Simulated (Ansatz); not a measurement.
# FH4InOSSi: one species, many methods

How much do the methods differ for FH4InOSSi? The plan is to run it at one geometry with functionals of several rungs and with coupled cluster. The yardstick is the atomisation energy at the CCSD(T) limit.

Computed with Ansatz 0.2.0, Gaussian basis. Level: functionals in def2-TZVPP, the program's frozen cores in correlated methods.

Plan: LDA (SPW92), PBE-D4, revPBE-D4, BLYP-D4, r2SCAN-D4, B97M-V, PBE0-D4, B3LYP-D4, r2SCANh-D4, r2SCAN0-D4, HSE06-D4, BHLYP-D4, CAM-B3LYP-D4, LC-ωPBE, ωB97X-V, ωB97M-V, B2PLYP, PBE-QIDH; CCSD(T)/def2-SVP; CCSD(T)/def2-TZVPP; MP2/def2-QZVPP; extrapolation to the limit; RPA on PBE.

**1. Structure used throughout**

All runs share one geometry, relaxed beforehand with PBE0-D4 in a triple-zeta def2 set. In takes the def2 core potential; no spin-orbit term is included.

SMILES `[F][In]([SH])[O][SiH3]`, 9 atoms, charge 0, spin multiplicity 1.

Atoms are counted from 1 here; the program's logs count them from 0.

Bond lengths: F1–In2 1.944 Å, In2–S3 2.341 Å, In2–O4 1.954 Å, S3–H6 1.345 Å, O4–Si5 1.637 Å, Si5–H7 1.489 Å, Si5–H8 1.489 Å, Si5–H9 1.486 Å. Angles: F1–In2–S3 120.4°, F1–In2–O4 112.8°, S3–In2–O4 126.7°, In2–S3–H6 91.6°, In2–O4–Si5 136.1°, O4–Si5–H7 111.3°, O4–Si5–H8 111.3°, O4–Si5–H9 108.1°, H7–Si5–H8 108.2°, H7–Si5–H9 108.9°, H8–Si5–H9 108.9°.

**2. LDA**

This LDA is Slater exchange with PW92 correlation.

Contents of in.yaml:

```yaml
crystal:
  periodic: [false, false, false]
  atoms:
    - {symbol: F, position_ang: [-1.082399, 2.054087, -0.451238]}
    - {symbol: In, position_ang: [-0.279209, 0.913053, 0.901758]}
    - {symbol: S, position_ang: [-0.201246, 1.600724, 3.137867]}
    - {symbol: O, position_ang: [0.401885, -0.766254, 0.171155]}
    - {symbol: Si, position_ang: [0.473267, -1.466671, -1.306645]}
    - {symbol: H, position_ang: [-0.818794, 2.759059, 2.843215]}
    - {symbol: H, position_ang: [1.280328, -0.648653, -2.253846]}
    - {symbol: H, position_ang: [-0.886274, -1.645615, -1.887397]}
    - {symbol: H, position_ang: [1.112431, -2.799750, -1.154860]}
basis:
  gaussian: {orbitals: def2-TZVPP}
hamiltonian: {xc: lda}
output: {orbitals: {seedname: orbitals}}
```

Started as:

```bash
> ansatz run in.yaml --threads 4 --pin off --events-out ev --progress --plain --max-ram 10444MiB
```

Further steps of the session: PBE-D4 (GGA); revPBE-D4 (GGA); BLYP-D4 (GGA); r2SCAN-D4 (meta-GGA); B97M-V (meta-GGA); B3LYP-D4 (hybrid); r2SCANh-D4 (hybrid); r2SCAN0-D4 (hybrid); HSE06-D4 (hybrid); BHLYP-D4 (hybrid); CAM-B3LYP-D4 (range-separated); LC-ωPBE (range-separated); ωB97X-V (range-separated); ωB97M-V (range-separated); B2PLYP (double hybrid); PBE-QIDH (double hybrid); CCSD(T) in def2-SVP; CCSD(T) in def2-TZVPP; MP2 in def2-QZVPP; RPA on PBE orbitals.

Before running them: what should the planned runs give, taken together? Wanted: atomisation energy, CCSD(T)/CBS; farthest beyond LDA; mean size of error, GGA; mean size of error, meta-GGA; mean size of error, hybrid; mean size of error, range-separated; mean size of error, double hybrid; gap, smallest and largest; T1 diagnostic.

The runs gave:

| quantity | value |
| --- | --- |
| atomisation energy, CCSD(T)/CBS | 2820.7 kJ/mol |
| functionals within 28.2 kJ/mol (1.0 %) | PBE-D4, r2SCAN-D4, B97M-V, ωB97X-V, ωB97M-V |
| farthest beyond LDA | BHLYP-D4 (-147.9 kJ/mol) |
| mean size of error, GGA | 67.3 kJ/mol |
| mean size of error, meta-GGA | 20.2 kJ/mol |
| mean size of error, hybrid | 89.3 kJ/mol |
| mean size of error, range-separated | 28.3 kJ/mol |
| mean size of error, double hybrid | 79.3 kJ/mol |
| gap, smallest and largest | 3.57 eV (LDA (SPW92)), 10.94 eV (LC-ωPBE) |
| T1 diagnostic | 0.0154 |
| triples share of the correlation energy | 3.4 % |

**Reading.** LDA overbinds by 363.7 kJ/mol (13 %). PBE-D4 misses by -27.2 kJ/mol. Double hybrids carry the basis error of their MP2 part in triple zeta, and no dispersion term here, so their miss is partly the set-up's. Taken by rung, meta-GGA functionals do best (20.2 kJ/mol on average) and hybrid ones worst beyond LDA (89.3 kJ/mol). The gap between the best rungs is small, so their order is not settled. The mean of the hybrids holds BHLYP, with half exact exchange. The reference freezes the cores and leaves out spin-orbit coupling and excitations past (T), and its outer-core shells are covered unevenly, so misses under about 28.2 kJ/mol can't be ranked. All levels share the lack of spin-orbit coupling, which lowers the free heavy atoms and so the true binding. Hartree-Fock recovers 70 % of the binding; the rest is correlation. CCSD(T) in def2-SVP is off by -259.3 kJ/mol, so the small basis spoils what the method gains. Orbital gaps span 3.6 to 10.9 eV; exact exchange widens them. Correlated methods include outer-core shells of In, which these sets cover unevenly.
